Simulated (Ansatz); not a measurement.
# NaLaMnMoO6 in Ansatz: the effect of Hubbard term

NaLaMnMoO6:

```xyz
20
Lattice="5.5573 0.0000 0.0005 0.0000 5.5979 0.0000 -0.0629 0.0000 8.0246" Properties=species:S:1:pos:R:3 pbc="T T T"
Na    4.1371    2.8870    4.0066
Na    1.3574    0.0880    4.0185
La    1.3662    5.3682    8.0197
La    4.1282    2.5692    0.0054
Mn    1.3603    2.7297    2.0550
Mn    4.1342    5.5286    5.9702
Mo    4.1820    5.5792    2.1743
Mo    1.3124    2.7803    5.8509
O     3.7112    5.4765    3.9373
O     0.1716    4.5353    2.2249
O     5.1703    1.6184    2.2495
O     2.6448    1.1737    1.5989
O     3.0125    4.1180    1.6116
O     4.6099    0.1018    0.0319
O     1.7833    2.6775    4.0878
O     5.3228    1.7363    5.8002
O     0.3241    4.4173    5.7757
O     2.8496    3.9726    6.4262
O     2.4819    1.3190    6.4136
O     0.8845    2.9007    7.9933
```

The cell was built by a generator and needn't be a form met in nature.

Alike in all runs:

```yaml
Program: Ansatz 0.2.0
Task: projected density of states
Functional: PBE
Potentials_or_basis: Ansatz PAW
Cutoff: "420 eV (not typed: the program's choice for these potentials)"
k_mesh: 5 × 5 × 4
Occupations: fermi-dirac, width 0.05 eV
Spin: collinear spin, ferromagnetic start
Starting_moments: "[0.0, 0.0, 0.0, 0.0, 4.0, 4.0, 1.0, 1.0, 0.0, 0.0, 0.0, 0.0, 0.0, 0.0, 0.0, 0.0, 0.0, 0.0, 0.0, 0.0] μB"
Hubbard_projectors: ortho-atomic (the default)
Double_counting: fll (the default)
```

| Hubbard term | gap on the mesh (eV) | pressure (GPa) | largest force (eV/Å) |
| --- | --- | --- | --- |
| La f U = 4 eV, Mn d U = 4 eV, Mo d U = 4 eV | 1.09 | 2.6 | 0.84 |
| La f U = 6 eV, Mn d U = 6 eV, Mo d U = 6 eV | ? | ? | ? |
| La f U = 8 eV, Mn d U = 8 eV, Mo d U = 8 eV | 1.53 | 4.8 | 1.21 |

Problem. What does the run with Hubbard term La f U = 6 eV, Mn d U = 6 eV, Mo d U = 6 eV give?

Solution. gap on the mesh 1.38 eV; pressure 3.7 GPa; largest force 1.08 eV/Å.

Caveats: the magnetic or orbital state may not be the lowest; odd divisions of the mesh miss points on the zone boundary, where band edges often lie, so the gap on the mesh can be too wide; spin-orbit coupling is left out, which moves the levels of the heavy elements; only a ferromagnetic start was run, and an antiferromagnetic order may lie lower in energy; forces of over 1 eV/Å show positions far from the minimum, so gaps and moduli don't describe the material at rest (some runs).

A k mesh can miss the band edges.
